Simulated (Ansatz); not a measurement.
# Cu3Ag2Ir6Rh: the cost of one run

All numbers below are computed with Ansatz 0.2.0 (DFT PBE, scalar-relativistic, plane waves, PAW).

### 1 The structure to begin with

The cell holds 12 atoms (Ag2Cu3Ir6Rh): a = 5.460 Å, b = 5.460 Å, c = 6.687 Å, α = 90.00°, β = 90.00°, γ = 120.00°.

The sites of an ideal fcc lattice, at a guessed lattice constant, take 2 Ag, 1 Rh, 6 Ir, 3 Cu (sublattices apart by semicolons), with a shake of 0.02 Å. Warren-Cowley parameters of the first shell (negative: unlike neighbours preferred): Ag-Cu +0.33, Ag-Ir -0.25, Ag-Rh +0.50, Cu-Ir -0.17, Cu-Rh +0.00, Ir-Rh -0.33. In a cell this small the draw can fall short of the order aimed at.

Coordinates:

```
CELL_PARAMETERS angstrom
-3.86047 -3.86047 0.00000
0.00000 3.86047 3.86047
-3.86047 3.86047 -3.86047
ATOMIC_POSITIONS crystal
Cu 0.32948 0.16174 0.66532
Cu 0.66422 0.32498 0.33659
Cu 0.16639 0.32665 0.33552
Rh 0.83370 0.66454 0.66792
Ag 0.49598 0.99453 0.99859
Ag 0.99799 0.00212 0.99800
Ir 0.83272 0.16749 0.66248
Ir 0.50289 0.50769 0.99659
Ir 0.99716 0.49875 0.00066
Ir 0.33036 0.66890 0.66760
Ir 0.66500 0.83791 0.33741
Ir 0.16388 0.82835 0.33130
```

### 2 Relaxation without symmetry, coarse mesh

A cheap relaxation: coarse mesh, no symmetry, loose thresholds.

Contents of input.yaml:

```yaml
crystal:
  lattice:
    - [-3.86046702, -3.86046702, 0.0]
    - [0.0, 3.86046702, 3.86046702]
    - [-3.86046702, 3.86046702, -3.86046702]
  atoms:
    - { symbol: Cu, position: [0.3294750382, 0.1617421923, 0.6653191507] }
    - { symbol: Cu, position: [0.6642229416, 0.3249806984, 0.3365941887] }
    - { symbol: Cu, position: [0.1663920531, 0.3266506053, 0.3355208912] }
    - { symbol: Rh, position: [0.8337003669, 0.6645365913, 0.6679163279] }
    - { symbol: Ag, position: [0.4959784977, 0.9945268347, 0.9985935131] }
    - { symbol: Ag, position: [0.9979940249, 0.0021233832, 0.9980006736] }
    - { symbol: Ir, position: [0.8327190656, 0.167493066, 0.6624838855] }
    - { symbol: Ir, position: [0.5028889395, 0.5076920436, 0.9965908501] }
    - { symbol: Ir, position: [0.9971569235, 0.4987479618, 0.000662372] }
    - { symbol: Ir, position: [0.3303622834, 0.6689033612, 0.66759819] }
    - { symbol: Ir, position: [0.6649970966, 0.8379057541, 0.3374066649] }
    - { symbol: Ir, position: [0.1638840037, 0.8283527108, 0.3312978742] }
  symmetry: { detect: false }
basis:
  ecutwfc: 420
kpoints:
  mp_grid: { grid: [3, 3, 2], shift: [0.0, 0.0, 0.5] }
hamiltonian:
  xc: pbe
scf:
  occupations: { method: gaussian, width: 0.1 }
  lower_state_search: "off"
output:
  forces: true
  stress: true
  eigenvalues: true
relax:
  adjacent_minimum: "off"
  f_tol: 0.04
  max_steps: 50
  cell: { stress_tol: 0.3 }
```

Run with:

```sh
ansatz run input.yaml --threads 4 --pin off --max-ram 9216MiB --backend cpu --events-out ev --progress --plain --runs-dir out
```

Q: Estimate wall time and peak memory on 4 threads of Intel Xeon Platinum 8559C (Emerald Rapids), shared host.

About 23 s, with a peak of 0.91 GiB.
